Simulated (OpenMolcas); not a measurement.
# FNO-MP2/3-21G (RICD fitting, virtual fraction 0.8) run of C2Cl4F2 (1,1,1,2-Tetrachloro-2,2-difluoroethane)

What is the energy change on altering one bond length of C2Cl4F2 (1,1,1,2-Tetrachloro-2,2-difluoroethane) at FNO-MP2/3-21G (RICD fitting, virtual fraction 0.8)? 

Program for the calculation: OpenMolcas 26.06.

## 1. The molecule

The species is C2Cl4F2 (8 atoms), meant as a singlet with charge 0. SMILES: `FC(F)(Cl)C(Cl)(Cl)Cl`. The shape is that of a GFN2-xTB optimisation.

Bond lengths: F1–C2 1.338 Å, C2–F3 1.338 Å, C2–Cl4 1.776 Å, C2–C5 1.538 Å, C5–Cl6 1.774 Å, C5–Cl7 1.767 Å, C5–Cl8 1.767 Å. Some angles: F1–C2–F3 106.4°, F1–C2–Cl4 109.1°, F1–C2–C5 110.7°, F3–C2–Cl4 109.1°, F3–C2–C5 110.7°, Cl4–C2–C5 110.8°, C2–C5–Cl6 108.8°, C2–C5–Cl7 108.9°, C2–C5–Cl8 108.8°, Cl6–C5–Cl7 110.0°.

## 2. A single-point energy at FNO-MP2/3-21G (RICD fitting, virtual fraction 0.8)

job.input

```
* C2Cl4F2 FNO-MP2
>>> EXPORT MOLCAS_PRINT=2
&GATEWAY
BasLib=$CurrDir
Coord
8
bohr
F      3.30086021    -0.67482120     0.33160914
C      1.16658463    -0.13764765    -0.91349361
F      1.61598040     1.97979047    -2.22056048
Cl     0.48951466    -2.62813661    -3.05767136
C     -1.03445498     0.25171152     0.94429614
Cl    -0.25261859     2.75452149     3.03291594
Cl    -3.78345847     1.02449612    -0.78591820
Cl    -1.50240786    -2.56993304     2.66880351
Basis=3-21G
Group=NoSym
RICD
&SEWARD
&SCF
PrOrbitals=1 1
&MBPT2
FNOMP2=0.8
DoMP2
Frozen=24
```

The basis set 3-21G is read from a file made from the Basis Set Exchange's data (not shown).

Launch:

```console
$ export MOLCAS_MEM=1860
$ pymolcas job.input > job.log
```

Standard output:

```text
--- Start Module: gateway ---
[...]
--- Stop Module: gateway /rc=_RC_ALL_IS_WELL_ ---
[...]
      Basis functions           88
[...]
--- Start Module: scf ---
[...]
       Convergence after  11 Iterations
[...]
::    Total SCF energy                              -2102.2230703790
[...]
      Total spin, S                                     0.0000000000
[...]
      Total electronic charge=   98.000000
      Total            charge=   -0.000000
[...]
      Dipole Moment (debye):
      Origin of the operator (angstrom)=   -0.2138   -0.0615    0.0772
                   X= -5.7819E-01               Y= -1.7839E-01               Z=  1.9390E-01           Total=  6.3539E-01
      Quadrupole Moment (debye*angstrom):
[...]
--- Stop Module: scf /rc=_RC_ALL_IS_WELL_ ---
[...]
--- Start Module: mbpt2 ---
[...]
WARNING!
Default frozen orbitals as non valence orbitals is overwritten by user input.
Default values:  24
[...]
       Reference weight ( Cref**2 )         =        0.84263
::    Total MBPT2 energy                            -2102.7846863520
[...]
--- Stop Module: mbpt2 /rc=_RC_ALL_IS_WELL_ ---
[...]
```

Wall time 3.6 s (1 thread of Arm Neoverse V1, shared host); peak memory 0.093 GiB.

## 3. The distorted shape, same level

job.inp

```
* C2Cl4F2 FNO-MP2
>>> EXPORT MOLCAS_PRINT=2

&GATEWAY
 BASLIB = $CurrDir
 COORD
 8
 bohr
 F      7.42437112    -1.83399999     2.92693443
 C      5.29009553    -1.29682644     1.68183168
 F      5.73949130     0.82061168     0.37476482
 Cl     4.61302556    -3.78731540    -0.46234606
 C      3.08905593    -0.90746727     3.53962144
 Cl     3.87089232     1.59534270     5.62824124
 Cl    -3.78345847     1.02449612    -0.78591820
 Cl     2.62110305    -3.72911184     5.26412881
 BASIS = 3-21G
 GROUP = NoSym
 RICD

&SEWARD

&SCF
 PRORBITALS = 1 1

&MBPT2
 FNOMP2 = 0.8
 DOMP2
 FROZEN = 24
```

The basis set 3-21G is read from a file made from the Basis Set Exchange's data (not shown).

Launch:

```console
$ export MOLCAS_MEM=1860
$ pymolcas job.inp > job.log
```

Standard output:

```text
--- Start Module: gateway ---
[...]
--- Stop Module: gateway /rc=_RC_ALL_IS_WELL_ ---
[...]
      Basis functions           88
[...]
--- Start Module: scf ---
[...]
       Convergence after  28 Iterations
[...]
::    Total SCF energy                              -2101.9940006310
[...]
      Total spin, S                                     0.0000000000
[...]
      Total electronic charge=   98.000000
      Total            charge=   -0.000000
[...]
      Dipole Moment (debye):
      Origin of the operator (angstrom)=    1.5903   -0.5687    1.2127
                   X=  5.3464E+00               Y= -2.0377E+00               Z=  4.4208E+00           Total=  7.2305E+00
      Quadrupole Moment (debye*angstrom):
[...]
--- Stop Module: scf /rc=_RC_ALL_IS_WELL_ ---
[...]
--- Start Module: mbpt2 ---
[...]
WARNING!
Default frozen orbitals as non valence orbitals is overwritten by user input.
Default values:  24
[...]
       Reference weight ( Cref**2 )         =        0.64272
::    Total MBPT2 energy                            -2102.6744413246
[...]
--- Stop Module: mbpt2 /rc=_RC_ALL_IS_WELL_ ---
[...]
```

It took 6 s on 1 thread of Arm Neoverse V1, shared host; peak memory 0.093 GiB.

## 4. Results

At FNO-MP2/3-21G (RICD fitting, virtual fraction 0.8), 24 core orbitals frozen:

| quantity | value |
| --- | --- |
| first shape: total energy | -2102.78469 Eh |
| first shape: dipole moment (mean-field density) | 0.64 D |
| first shape: HOMO energy (Hartree–Fock orbitals) | -13.05 eV |
| first shape: LUMO energy (Hartree–Fock orbitals) | 2.83 eV |
| first shape: HOMO–LUMO gap (Hartree–Fock orbitals) | 15.88 eV |
| first shape: correlation energy (24 core orbitals frozen) | -561.6 mEh |
| distorted shape: total energy | -2102.67444 Eh |
| distorted shape: dipole moment (mean-field density) | 7.23 D |
| distorted shape: HOMO energy (Hartree–Fock orbitals) | -8.83 eV |
| distorted shape: LUMO energy (Hartree–Fock orbitals) | -5.20 eV |
| distorted shape: HOMO–LUMO gap (Hartree–Fock orbitals) | 3.63 eV |
| distorted shape: correlation energy (24 core orbitals frozen) | -680.4 mEh |
| energy change with the C5–Cl7 bond stretched from 1.767 to 4.417 Å | 3.000 eV |

In words: One bond (distorted shape) is far stretched, which a spin-restricted single reference describes badly; perturbation theory on it can break down and give far too much correlation. With the C5–Cl7 bond stretched from 1.767 to 4.417 Å the energy rises by 3.00 eV (69 kcal/mol). The first shape isn't relaxed at this level, so the change isn't measured from a minimum. A restricted reference can't describe the breaking bond well at this length. Mulliken charges (first shape) of the mean-field density run from -0.87 on C5 to +0.68 on C2; they depend strongly on the basis. Mulliken charges (distorted shape) of the mean-field density run from -0.39 on C5 to +0.58 on C2.
